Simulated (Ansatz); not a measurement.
# HfN (P6_3/mmc): relaxations under a series of pressures from a Python script

How does HfN (P6_3/mmc) give way under pressure? Aim: relaxations under a series of pressures, for HfN (P6_3/mmc), run from a script.

All numbers are computed with Ansatz 0.2.0 through its Python package. Level of theory: DFT PBEsol, plane waves, PAW.

**1. The structure**

Symmetry: P6_3/mmc, No. 194, hexagonal system. Conventional cell: a = 3.134 Å, b = 3.134 Å, c = 5.417 Å, α = 90.00°, β = 90.00°, γ = 120.00°. Hf (site symmetry -6m2) is surrounded by 6 N at 2.26 Å. N (site symmetry -3m) has 6 Hf at 2.26 Å as nearest neighbours.

The script holds or builds the structure itself.

**2. The code**

The input, hfn_compress.py:

```python
from dataclasses import dataclass

import ansatz
import numpy as np
import pandas as pd


@dataclass
class Options:
    smearing_width: float = 0.1
    mesh: tuple[int, ...] = (8, 8, 4)
    functional: str = "PBEsol"


opts = Options()

def edges_and_angles(cell):
    cell = np.asarray(cell)
    a, b, c = np.linalg.norm(cell, axis=1)
    cosines = cell[1] @ cell[2] / (b * c), cell[0] @ cell[2] / (a * c), cell[0] @ cell[1] / (a * b)
    return (a, b, c, *np.degrees(np.arccos(cosines)))

lattice = ansatz.Lattice.of(
    (3.13391, 0.0, 0.0),
    (-1.56695, 2.71404, 0.0),
    (0.0, 0.0, 5.41677),
)
sites = [
    ("Hf", (2 / 3, 1 / 3, 0.75)),
    ("Hf", (1 / 3, 2 / 3, 0.25)),
    ("N", (0.0, 0.0, 0.0)),
    ("N", (0.0, 0.0, 0.5)),
]
crystal = ansatz.Crystal(lattice=lattice)
for symbol, position in sites:
    crystal = crystal.atom(symbol, position)

job = crystal.calculation()
job = job.occupations(ansatz.OccupationsMethod.GAUSSIAN, width=opts.smearing_width)
job = job.pseudopotentials("paw").kpoints(*opts.mesh)
job = job.functional(opts.functional)

rows = []
for pressure in [0, 10, 20, 30, 40]:
    out = job.relax(cell=True, pressure=pressure, max_steps=40).run(threads=1)
    cell = out.lattice.cell_ang
    n_atoms = len(out.lattice.sites)
    volume = abs(np.linalg.det(cell)) / n_atoms
    enthalpy = out.report["free_energy_ev"] / n_atoms + pressure * volume / 160.21766
    rows.append((pressure, volume, enthalpy, *edges_and_angles(cell)))
    print(f"{pressure} GPa done: {volume:.4f} A^3/atom")

table = pd.DataFrame(rows, columns=["P_GPa", "V_A3_atom", "H_eV_atom", "a", "b", "c", "alpha", "beta", "gamma"])
print(table.round(4).to_string(index=False))
p, v = np.array([row[0] for row in rows], float), np.array([row[1] for row in rows])
print("mean bulk modulus between rows (GPa):", np.round(-np.diff(p) / np.diff(np.log(v)), 1))
```

**3. Launch**

Started as:

```
> python hfn_compress.py
```

The program printed:

```text
DeckWarning: basis.ecutwfc = 420 eV, auto-derived from the records' recommended cutoffs: set by Hf (normal level)
0 GPa done: 11.4293 A^3/atom
10 GPa done: 11.0502 A^3/atom
20 GPa done: 10.7273 A^3/atom
30 GPa done: 10.4451 A^3/atom
40 GPa done: 10.1954 A^3/atom
 P_GPa  V_A3_atom  H_eV_atom      a      b      c  alpha  beta  gamma
     0    11.4293 -7990.0930 3.1267 3.1267 5.3997   90.0  90.0  120.0
    10    11.0502 -7989.3918 3.0909 3.0909 5.3422   90.0  90.0  120.0
    20    10.7273 -7988.7124 3.0597 3.0597 5.2925   90.0  90.0  120.0
    30    10.4451 -7988.0519 3.0319 3.0319 5.2482   90.0  90.0  120.0
    40    10.1954 -7987.4079 3.0069 3.0069 5.2082   90.0  90.0  120.0
mean bulk modulus between rows (GPa): [296.5 337.2 375.1 413.3]
```

(Warnings from the package without file and line.)

Wall time 100 s (1 thread of Arm Neoverse V1, shared host); peak memory 0.48 GiB.

**4. The runs side by side**

From the records of these 5 runs:

| run | pressure asked (GPa) | energy from run 1 (meV/atom) | final volume (Å³/atom) | pressure (GPa) | SCF cycles in all | CPU time (s) |
| --- | --- | --- | --- | --- | --- | --- |
| 1 | 0 | 0.00 | 11.43 | -0.03 | 33 | 15 |
| 2 | 10 | 11.46 | 11.05 | 10.00 | 47 | 20 |
| 3 | 20 | 41.45 | 10.73 | 20.00 | 48 | 20 |
| 4 | 30 | 85.32 | 10.45 | 30.00 | 51 | 22 |
| 5 | 40 | 139.73 | 10.20 | 40.00 | 47 | 20 |

Energies are free energies F = E - TS of the smeared occupations. 

**5. The relaxation of run 1, step by step**

Relaxation path:

| step | E - E(step 1) (eV/cell) | largest force component (eV/Å) | pressure (GPa) | volume (Å³) |
| --- | --- | --- | --- | --- |
| 1 | 0.0000 | 0.0000 | -2.15 | 46.07 |
| 2 | -0.0035 | 0.0000 | 1.15 | 45.53 |
| 3 | -0.0035 | 0.0000 | -0.02 | 45.72 |
| 4 | -0.0035 | 0.0000 | 0.00 | 45.72 |
| 5 | -0.0035 | 0.0000 | 0.00 | 45.72 |
| 6 | -0.0024 | 0.0000 | -0.03 | 45.72 |

Step 1 is the start. Step 6 repeats the geometry before it on a plane-wave basis chosen anew for that cell, so its energy need not be comparable with the rows above. Step 4 was tried and not accepted.

«Before» is this run's own start.

|  | before | after | change |
| --- | --- | --- | --- |
| a (Å) | 3.134 | 3.127 | -0.2 % |
| b (Å) | 3.134 | 3.127 | -0.2 % |
| c (Å) | 5.417 | 5.400 | -0.3 % |
| volume (Å³/atom) | 11.52 | 11.43 | -0.8 % |
| shortest distance (Å) | 2.260 | 2.254 | -0.3 % |
| space group (0.01 Å) | P6_3/mmc | P6_3/mmc | same |

Forces and stress were held to the start's 24 operations: a distortion of lower symmetry was not tested.

**6. Path of the relaxation of run 5**

The steps of the relaxation:

```
step  energy from step 1 (eV/cell)  largest force component (eV/Å)  pressure (GPa)  volume (Å³)
   1                        0.0000                          0.0000           -2.15        46.07
   2                        0.8363                          0.0000           51.92        39.76
   3                        0.4943                          0.0000           38.15        41.00
   4                        0.5288                          0.0000           39.61        40.85
   5                        0.5365                          0.0000           39.99        40.82
   6                        0.5480                          0.0000           39.63        40.82
   7                        0.5565                          0.0000           40.00        40.78
   8                        0.5565                          0.0000           40.00        40.78
```

Step 1 is the start. Steps 6, 8 each repeat the geometry before them on a plane-wave basis chosen anew, so the energy can jump there without any move.

«Before» is this run's own start.

|  | before | after | change |
| --- | --- | --- | --- |
| a (Å) | 3.134 | 3.007 | -4.1 % |
| b (Å) | 3.134 | 3.007 | -4.1 % |
| c (Å) | 5.417 | 5.208 | -3.8 % |
| volume (Å³/atom) | 11.52 | 10.20 | -11.5 % |
| shortest distance (Å) | 2.260 | 2.170 | -4.0 % |
| space group (0.01 Å) | P6_3/mmc | P6_3/mmc | same |

Forces and stress were held to the start's 24 operations: a distortion of lower symmetry was not tested.

Under a set pressure the enthalpy E + pV is minimised, so E itself may rise.

**7. Results**

| quantity | value |
| --- | --- |
| bulk modulus between neighbouring pressures | 296.5 to 413.3 GPa |
| runs compared | 5 |
| range of energy | 139.73 meV/atom |

In words: The crystal stiffens as it is compressed. The volume falls from 11.43 Å³ an atom at 0 GPa to 10.20 at 40 GPa, by 10.8 %. Between 0 and 10 GPa, -V dP/dV is about 296 GPa, a mean over that step. In run 1, the volume shrank by 0.8 % over 3 moves, and the space group stayed P6_3/mmc. In run 5, over 5 moves the cell shrank by 11.5 % in volume under the 40 GPa asked, and the space group stayed P6_3/mmc. What to keep in mind:
- Spin is left out of this run.
- At a fixed pressure a relaxation lowers the enthalpy F + PV, while F alone can rise.
- For a metal this k-point mesh is coarse: on a finer one energies can move by several to tens of meV an atom and pressures by half a GPa or more, differences at one mesh by less.
- Spin-orbit coupling, which matters for elements this heavy, is left out.
- This cell is a computed structure, which may not be the phase found in nature.
- Symmetry holds the cell in this phase, so another phase that may be stable under pressure is not reached.
